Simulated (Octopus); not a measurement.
# CH3FSb (SMILES [CH3][Sb][F]): UPW92 LDA (scalar, in the pseudopotentials, pseudodojo_lda potentials, box margin 4.99998 angstrom, extra states 0, grid spacing 0.195002 angstrom, mix field default)

What is the vertical ionisation energy of CH3FSb at UPW92 LDA (scalar, in the pseudopotentials, pseudodojo_lda potentials, box margin 4.99998 angstrom, extra states 0, grid spacing 0.195002 angstrom, mix field default)? 

Program for the calculation: Octopus 16.4.

6 further runs of the same task are left out: 6 set aside as unsound or not needed.

## (1) Starting point

CH3FSb has 6 atoms, charge 0, and is taken as a doublet. SMILES: `[CH3][Sb][F]`. Geometry: relaxed at PBE0-D4/def2-TZVP.

Bond lengths: C1–Sb2 2.143 Å, Sb2–F3 1.927 Å, C1–H4 1.092 Å, C1–H5 1.091 Å, C1–H6 1.091 Å. Angles: C1–Sb2–F3 93.2°, Sb2–C1–H4 109.6°, Sb2–C1–H5 109.5°, Sb2–C1–H6 109.5°, H4–C1–H5 109.4°, H4–C1–H6 109.4°, H5–C1–H6 109.4°.

## (2) Energy and forces at UPW92 LDA (scalar, in the pseudopotentials, pseudodojo_lda potentials, box margin 4.99998 angstrom, extra states 0, grid spacing 0.195002 angstrom, mix field default)

On the command line:

```console
$ OMP_NUM_THREADS=1 octopus > gs.log
```

Log:

```text
Version                : 16.4
************************** Calculation Mode **************************
Input: [CalculationMode = gs]
Input: [SpinComponents = polarized]
******************************* Space ********************************
Octopus will run in 3 dimension(s).
Octopus will treat the system as periodic in 0 dimension(s).
Input: [AllElectronType = no]
Input: [PseudopotentialSet = pseudodojo_lda]
Reading Coordinates from Coordinates block
****************************** Species *******************************
  Species 'C'
    type             : pseudopotential
    file format      : UPF2
    valence charge   : 4.0
    atomic number    :   6
    form on file     : kleinman-bylander
    lmax             : 1
    llocal           : -1
    projectors per l : 2
    total projectors : 4
    application form : kleinman-bylander
    orbitals         :  4
    bound orbitals   :  4
  Species 'Sb'
    type             : pseudopotential
    file format      : UPF2
    valence charge   : 15.0
    atomic number    :  51
    form on file     : kleinman-bylander
    lmax             : 2
    llocal           : -1
    projectors per l : 2
    total projectors : 6
    application form : kleinman-bylander
    orbitals         :  9
    bound orbitals   :  9
  Species 'F'
    type             : pseudopotential
    file format      : UPF2
[... 46 lines left out ...]
** Warning:
[... 98 lines left out ...]
Converged eigenvectors: 0
#  State  Spin  Eigenvalue [eV]  Occupation    Error
[... 5 lines left out ...]
  [output of 12 eigenvalues skipped: maximum error = 1.1E-01]
[... 19 lines left out ...]
Converged eigenvectors: 0
#  State  Spin  Eigenvalue [eV]  Occupation    Error
[... 5 lines left out ...]
  [output of 12 eigenvalues skipped: maximum error = 6.3E-02]
[... 56 lines left out ...]
Converged eigenvectors: 0
#  State  Spin  Eigenvalue [eV]  Occupation    Error
[... 5 lines left out ...]
  [output of 12 eigenvalues skipped: maximum error = 3.2E-06]
[... 8 lines left out ...]
Local Magnetic Moments (sphere radius [A] =   0.545):
 Ion                    mz
   1         C      -0.001888
   2        Sb      -0.001480
   3         F       0.038226
   4         H      -0.000455
   5         H       0.008529
   6         H       0.008691
*********************** SCF CYCLE ITER #   16 ************************
 etot  = -3.35509047E+03 abs_ev   =  2.58E-04 rel_ev   =  4.51E-07
 ediff =        9.76E-06 abs_dens =  1.88E-05 rel_dens =  6.48E-07
Converged eigenvectors: 0
#  State  Spin  Eigenvalue [eV]  Occupation    Error
      1    up      -34.195386    1.000000   ( 1.4E-06)
      1    dn      -34.123459    1.000000   ( 1.3E-06)
      2    up      -33.929227    1.000000   ( 1.4E-06)
[... 4 lines of this table left out ...]
      4    dn      -33.528752    1.000000   ( 1.4E-06)
  [output of 12 eigenvalues skipped: maximum error = 1.7E-06]
     11    up       -9.849827    1.000000   ( 4.0E-07)
     11    dn       -9.750303    1.000000   ( 3.7E-07)
     12    up       -9.409088    1.000000   ( 1.1E-06)
[... 6 lines of this table left out ...]
     15    dn       -3.929493    0.000000   ( 5.4E-07)
                                                                   ^
Total Magnetic Moment:
 mz =   1.000000
Local Magnetic Moments (sphere radius [A] =   0.545):
 Ion                    mz
   1         C      -0.001888
   2        Sb      -0.001480
   3         F       0.038226
   4         H      -0.000454
   5         H       0.008530
   6         H       0.008691
Info: SCF converged in   16 iterations
** Warning:
**   Some of the states are not fully converged!
Info: Number of matrix-vector products:       5715
Octopus emitted 2 warnings.
```

Run time: 60 s. Hardware: 1 thread of Arm Neoverse V1, shared host; peak memory 0.2 GiB.

## (3) The singlet cation: energy and forces at PW92 LDA (scalar, in the pseudopotentials, pseudodojo_lda potentials, box margin 4.99998 angstrom, extra states 0, grid spacing 0.195002 angstrom, mix field default)

On the command line:

```console
$ OMP_NUM_THREADS=1 octopus > gs.log
```

Log:

```text
Version                : 16.4
************************** Calculation Mode **************************
Input: [CalculationMode = gs]
Input: [SpinComponents = unpolarized]
******************************* Space ********************************
Octopus will run in 3 dimension(s).
Octopus will treat the system as periodic in 0 dimension(s).
Input: [AllElectronType = no]
Input: [PseudopotentialSet = pseudodojo_lda]
Reading Coordinates from Coordinates block
****************************** Species *******************************
  Species 'C'
    type             : pseudopotential
    file format      : UPF2
    valence charge   : 4.0
    atomic number    :   6
    form on file     : kleinman-bylander
    lmax             : 1
    llocal           : -1
    projectors per l : 2
    total projectors : 4
    application form : kleinman-bylander
    orbitals         :  4
    bound orbitals   :  4
  Species 'Sb'
    type             : pseudopotential
    file format      : UPF2
    valence charge   : 15.0
    atomic number    :  51
    form on file     : kleinman-bylander
    lmax             : 2
    llocal           : -1
    projectors per l : 2
    total projectors : 6
    application form : kleinman-bylander
    orbitals         :  9
    bound orbitals   :  9
  Species 'F'
    type             : pseudopotential
    file format      : UPF2
[... 46 lines left out ...]
** Warning:
[... 59 lines left out ...]
** Warning:
[... 32 lines left out ...]
Converged eigenvectors: 0
#  State  Eigenvalue [eV]  Occupation    Error
[... 9 lines left out ...]
Converged eigenvectors: 0
#  State  Eigenvalue [eV]  Occupation    Error
[... 49 lines left out ...]
Converged eigenvectors: 0
#  State  Eigenvalue [eV]  Occupation    Error
[... 9 lines left out ...]
Converged eigenvectors: 0
#  State  Eigenvalue [eV]  Occupation    Error
[... 6 lines left out ...]
Info: SCF converged in   17 iterations
** Warning:
**   Some of the states are not fully converged!
[... 1 line left out ...]
Octopus emitted 3 warnings.
```

It took 34 s on 1 thread of Arm Neoverse V1, shared host; peak memory 0.15 GiB.

## (4) What came out

Level: UPW92 LDA (scalar, in the pseudopotentials, pseudodojo_lda potentials, box margin 4.99998 angstrom, extra states 0, grid spacing 0.195002 angstrom, mix field default).

| quantity | value |
| --- | --- |
| run 1, UPW92 LDA: total energy | -123.29730 Eh |
| run 1, UPW92 LDA: dipole moment | 2.53 D |
| run 1, UPW92 LDA: HOMO energy (highest over α and β) | -4.84 eV |
| singlet cation: total energy | -122.99959 Eh |
| singlet cation: HOMO energy | -13.34 eV |
| vertical ionisation energy (to the singlet cation) | 8.101 eV |

What this shows: The vertical ionisation energy comes to 8.10 eV (782 kJ/mol). Only the singlet of the ionised species was computed; a triplet could lie lower.
